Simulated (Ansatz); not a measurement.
Write a Python script for Ansatz 0.2.0, Python API that makes a ladder of methods at one geometry of CH5FGe, SMILES [CH3][GeH2][F]. Level of theory (for the species named): PBE0, def2-SVP basis, multiplicity 1. The script varies functional: pbe0, lc_wpbe, r2scan0, b3lyp, revpbe, blyp.

Input file `ch5fge.xyz`:
```text
8

C    -0.61593    0.80256   -0.34624
Ge    0.44664   -0.76685    0.16760
F     1.41382   -0.22279    1.52236
H    -1.26101    0.59211   -1.19367
H     0.04761    1.62364   -0.60876
H    -1.23415    1.11691    0.49187
H     1.50523   -1.21964   -0.80223
H    -0.30222   -1.92594    0.76907
```

The script, `run_methods.py`:
```python
from pathlib import Path

import ansatz as az
import numpy as np

system = az.Crystal.molecule_from_extxyz("ch5fge.xyz")

base = system.calculation().basis(gaussian="def2-SVP")

print("functional    E (Ha)        dipole (D)   HOMO (eV)  LUMO (eV)")
for name in ["pbe0", "lc_wpbe", "r2scan0", "b3lyp", "revpbe", "blyp"]:
    r = base.functional(name).forces().orbitals().run(threads=1, runs_dir="runs").report
    lines = Path(r["orbitals_path"]).read_text().splitlines()
    field_of = lambda key: [line.split("=")[1].strip() for line in lines if line.startswith(key)]
    orbitals = [(27.211386 * float(e), s, float(n)) for e, s, n in zip(field_of("Ene="), field_of("Spin="), field_of("Occup="))]
    homo = max(e for e, _, n in orbitals if n > 0.5)
    lumo = min(e for e, _, n in orbitals if n < 0.5)
    dipole = 4.803205 * np.linalg.norm(r["charge_distribution"]["dipole_moment_e_ang"])
    print(f"{name:10s} {r['free_energy_ev'] / 27.211386246:14.6f} {dipole:9.3f} {homo:11.3f} {lumo:10.3f}")
```

Output of `python run_methods.py`:
```text
functional    E (Ha)        dipole (D)   HOMO (eV)  LUMO (eV)
pbe0         -2217.210704     2.665      -9.002      0.452
lc_wpbe      -2217.276131     2.659     -11.720      2.744
r2scan0      -2217.510260     2.749      -9.262      0.663
b3lyp        -2217.668051     2.628      -8.710      0.211
revpbe       -2217.408724     2.456      -7.377     -0.296
blyp         -2217.626027     2.459      -7.273     -0.297
```

What to keep in mind:
- Total energies depend on the basis set; only differences at equal settings carry meaning.
- The geometry is a force-field or estimated start, not a minimum of this method, and the basis set is short of its limit. A lower total doesn't mark the better method: functionals have no common bound, and MP2 and coupled cluster aren't variational.
- b3lyp holds the VWN-RPA fit, as in Gaussian; the form of ORCA and Turbomole is b3lyp5.
- Levels such as HOMO and LUMO are orbital energies: with these approximate functionals they aren't the ionisation energy and electron affinity, and their gap isn't the fundamental gap.
- Wall time of the script: 30 s on 1 thread of Arm Neoverse N1, on a shared host, peak memory 0.25 GiB.
